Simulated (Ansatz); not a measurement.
# SiAsH+ (quartet): from Hartree-Fock to the top rungs, cc-pVDZ

An exercise on one series of results from a longer session: the logs are not shown, and one member is left open.

Computed with Ansatz 0.2.0, Gaussian basis. Level: cc-pVDZ, core rule «outside noble gas», up to 19 orbitals frozen.

To be run: UHF; CCSD(T) on ROHF; CCSD(T) on UHF; BCCD(T) on ROHF; CISD as a restricted active space (open shells left free, so some higher excitations enter); CCSDT(Q) on ROHF; CCSDT(Q) on UHF; CASSCF and MRCISD+Q, 9 electrons in 9 orbitals; CASSCF and NEVPT2, 9 electrons in 9 orbitals.

26 further runs of the same task are left out: 12 that didn't finish, 14 set aside as unsound or not needed. Runs told in other sessions of the task aren't counted.

**The system**

The geometry is a PBE0/def2-TZVP stationary point (not a proven minimum) of the parent state, kept for this charge and spin. No spin-orbit coupling is included. The filled d shell of As may be among the frozen orbitals whatever the setting's name suggests.

3 atoms, charge 1, spin multiplicity 4.

Atoms are counted from 1 here; the program's logs count them from 0.

Bond lengths: Si1–As2 2.376 Å, As2–H3 1.534 Å. Angles: Si1–As2–H3 96.9°.

The first run:

in.yaml

```yaml
crystal:
  periodic: [false, false, false]
  atoms:
    - {symbol: Si, position_ang: [0.000000, 0.027963, 1.736186]}
    - {symbol: As, position_ang: [0.000000, -0.030497, -0.639258]}
    - {symbol: H, position_ang: [0.000000, 1.487685, -0.860592]}
basis:
  gaussian: {orbitals: cc-pVDZ}
total_charge: 1
magnetization: {spin_polarized: true, initial_magnetization: 3}
hamiltonian: {xc: hf}
output: {orbitals: {seedname: orbitals}}
```

The run is started by

```sh
ansatz run in.yaml --threads 1 --pin off --events-out ev --progress --plain --max-ram 2393MiB
```

Among the steps run: UHF; CCSD(T) on ROHF; CCSD(T) on UHF; BCCD(T) on ROHF; CISD as a restricted active space (open shells left free, so some higher excitations enter); CCSDT(Q) on ROHF; CCSDT(Q) on UHF; CASSCF and MRCISD+Q, 9 electrons in 9 orbitals; CASSCF and NEVPT2, 9 electrons in 9 orbitals.

One table of the session follows, with a row left open; its other results are not shown here.

```
          method  from UCCSDT(Q) (meV)
            ROHF               +4858.1
             UHF               +4625.2
            RMP2               +1117.4
            UMP2               +1180.1
            CISD                +480.8
           RCCSD                     ?
           UCCSD                +202.1
        RCCSD(T)                 +53.5
        UCCSD(T)                 +49.5
         BCCD(T)                 +54.4
          RCCSDT                 +15.3
          UCCSDT                  +9.6
       RCCSDT(Q)                  +5.8
       UCCSDT(Q)                     0
  CASSCF valence               +3239.4
  NEVPT2 valence                +775.1
  MRCISD valence                +227.0
MRCISD+Q valence                  +4.0
```

Estimate the missing values for RCCSD.

The run gave: from UCCSDT(Q) (meV): +214.1. In the column «from UCCSDT(Q) (meV)» it lies between UCCSD (+202.1) and MRCISD valence (+227.0).

To keep in mind: Restricted and unrestricted rows rest on different reference determinants; a gap between their highest levels can come from leftover correlation error, from unlike frozen cores or from another state.
